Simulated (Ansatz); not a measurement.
**BH3OTe: relaxed scan of one distance in Python**

A script is to give a relaxed scan of one distance; the system is BH3OTe. SMILES: OB[TeH].

Computed with Ansatz 0.2.0, driven from Python. Level of theory: PBE0/def2-SVP.

**1. The structure**

Bond lengths: O1–B2 1.434 Å, B2–Te3 2.200 Å, O1–H4 1.020 Å, B2–H5 1.197 Å, Te3–H6 1.744 Å. Angles: O1–B2–Te3 120.5°, O1–B2–H5 118.6°, Te3–B2–H5 120.9°, B2–O1–H4 99.1°, B2–Te3–H6 90.4°.

The script reads bh3ote.xyz:

```xyz
6

O    -1.08330   -0.82240   -0.56730
B     0.14860   -0.09660   -0.46030
Te    0.47560    1.30640    1.20270
H    -1.61130   -0.16160   -1.13770
H     1.00710   -0.30130   -1.26960
H     1.10540    0.01150    2.18590
```

**2. The script**

relaxed_scan_bh3ote.py reads:

```python
"""One bond of BH3OTe held at set lengths while the rest relaxes."""

import ansatz as az
import numpy as np

config = {
    "basis_set": "def2-SVP",
    "xc": "PBE0",
}

molecule = az.Crystal.molecule_from_extxyz("bh3ote.xyz")

base = molecule.calculation()
base = base.basis(gaussian=config["basis_set"])
base = base.functional(config["xc"])
symbols = [site.symbol for site in molecule.cartesian_sites]
pairs = [(0, 1), (0, 3), (1, 2), (1, 4), (2, 5)]
print("held (A)   E (eV)        ", "  ".join(f"{symbols[i]}{i}-{symbols[j]}{j}" for i, j in pairs))
for length in [2.02, 2.2, 2.38, 2.64, 2.97]:
    report = base.relax(constraints=[az.DistanceConstraint((1, 2), at=length)], force_tolerance=0.02, max_steps=60).run(threads=1).report
    xyz = np.array(report["positions_ang"])
    print(f"{length:6.2f} {report['free_energy_ev']:14.5f}  ", "  ".join(f"{np.linalg.norm(xyz[i] - xyz[j]):.3f}" for i, j in pairs))
```

**3. The input behind the calls**

The engine receives this input (first run):

```yaml
crystal:
  periodic: [false, false, false]
  atoms:
    - { symbol: O, position_ang: [-1.0833, -0.8224, -0.5673] }
    - { symbol: B, position_ang: [0.1486, -0.0966, -0.4603] }
    - { symbol: Te, position_ang: [0.4756, 1.3064, 1.2027] }
    - { symbol: H, position_ang: [-1.6113, -0.1616, -1.1377] }
    - { symbol: H, position_ang: [1.0071, -0.3013, -1.2696] }
    - { symbol: H, position_ang: [1.1054, 0.0115, 2.1859] }
basis:
  gaussian:
    orbitals: def2-SVP
hamiltonian:
  xc: pbe0
relax:
  f_tol: 0.02
  max_steps: 60
  constraints:
    - { distance: [1, 2], at: 2.02 }
```

**4. Running it**

Run with:

```sh
> python relaxed_scan_bh3ote.py
```

Output:

```text
held (A)   E (eV)         O0-B1  O0-H3  B1-Te2  B1-H4  Te2-H5
DeckWarning: relax.constraints: the input's atoms, or those drawn, lie off the distances that are held; a relaxation that starts there is brought onto them ahead of its first SCF, by positions alone, an atom by 9.01e-2 Å at the most. With the symmetry detection on, the symmetry is detected on the input's atoms as so brought (as typed, where only the drawn atoms reach the distances), and notices that speak of the structure as typed mean those atoms
  2.02   -10061.47364   1.355  0.963  2.020  1.208  1.659
  2.20   -10061.66510   1.344  0.963  2.200  1.205  1.661
  2.38   -10061.47373   1.334  0.963  2.380  1.204  1.662
  2.64   -10060.92533   1.322  0.963  2.640  1.201  1.663
  2.97   -10060.13426   1.309  0.968  2.970  1.198  1.667
```

(Warnings from the package without file and line, repeats left out.)

Wall time 3 min (1 thread of Arm Neoverse V2, shared host); peak memory 0.22 GiB.

Lines on the test bed's own set-up are left out of the output.

**5. The runs side by side**

The 5 runs, in the order started:

| run | distance (Å) | energy from run 2 (eV) | SCF cycles in all | CPU time (s) |
| --- | --- | --- | --- | --- |
| 1 | 2.02 | 0.1915 | 160 | 47 |
| 2 | 2.20 | 0.0000 | 127 | 35 |
| 3 | 2.38 | 0.1914 | 126 | 35 |
| 4 | 2.64 | 0.7398 | 153 | 43 |
| 5 | 2.97 | 1.5308 | 90 | 23 |

**6. How the relaxation of run 1 went**

The steps of the relaxation:

```csv
step,E - E(step 1) (eV),largest force component (eV/Å)
1,0.0000,3.5464
2,-0.2241,1.6932
3,-0.3636,1.0537
4,-0.4698,0.6629
5,-0.4335,3.4588
6,-0.5441,0.5839
7,-0.6512,0.9201
8,-0.8480,1.1235
9,-0.9894,2.8125
10,-1.1995,1.1025
11,-1.2180,0.8346
12,-1.2762,0.4857
13,-1.3418,0.9511
14,-1.4525,0.8422
15,-1.5912,0.3668
16,-1.6342,0.3084
17,-1.6672,0.0586
18,-1.6681,0.0227
19,-1.6685,0.0178
```

Step 1 is the start. Step 5 was tried and not accepted.

Before: Bond lengths: O1–B2 1.434 Å, B2–Te3 2.200 Å, O1–H4 1.020 Å, B2–H5 1.197 Å, Te3–H6 1.744 Å. Angles: O1–B2–Te3 120.5°, O1–B2–H5 118.6°, Te3–B2–H5 120.9°, B2–O1–H4 99.1°, B2–Te3–H6 90.4°.

After: Bond lengths: O1–B2 1.355 Å, B2–Te3 2.020 Å, O1–H4 0.963 Å, B2–H5 1.208 Å, Te3–H6 1.659 Å. Angles: O1–B2–Te3 124.1°, O1–B2–H5 115.9°, Te3–B2–H5 120.0°, B2–O1–H4 116.4°, B2–Te3–H6 94.1°.

**7. How the relaxation of run 5 went**

Step by step:

| step | energy from step 1 (eV) | largest force component (eV/Å) |
| --- | --- | --- |
| 1 | 0.0000 | 4.2417 |
| 2 | -0.5139 | 1.8929 |
| 3 | -0.8062 | 2.9477 |
| 4 | -0.9539 | 3.6887 |
| 5 | -1.4428 | 1.1482 |
| 6 | -1.4257 | 1.3223 |
| 7 | -1.4953 | 0.0604 |
| 8 | -1.4958 | 0.0522 |
| 9 | -1.4964 | 0.0180 |

Step 1 is the start. Step 6 was tried and not accepted.

Before: Bond lengths: O1–B2 1.434 Å, B2–Te3 2.200 Å, O1–H4 1.020 Å, B2–H5 1.197 Å, Te3–H6 1.744 Å. Angles: O1–B2–Te3 120.5°, O1–B2–H5 118.6°, Te3–B2–H5 120.9°, B2–O1–H4 99.1°, B2–Te3–H6 90.4°.

After: Bond lengths: O1–B2 1.309 Å, O1–H4 0.968 Å, B2–H5 1.198 Å, Te3–H6 1.667 Å. Angles: O1–B2–H5 129.8°, B2–O1–H4 114.1°.

**8. Outcome**

```
                  quantity     value
             runs compared         5
           range of energy  1.531 eV
lowest point, distance (Å)      2.20
```

**Reading.** The curve has its lowest point inside the range, at 2.20. The ends stand 0.191 and 1.53 eV above it. The distance scanned is the script's pair 1, 2. Run 1: After 17 moves the largest shift is 0.828 Å, of atom 3 (Te). So large a move can change the bonding: the results belong to the relaxed structure. Run 5: The relaxation took 7 moves; the largest shift is 0.643 Å, of atom 4 (H). Reading the output:
- The energies are electronic: no zero-point or thermal terms, and the basis set is short of its limit.
- def2 sets replace the cores of elements past krypton by effective core potentials.
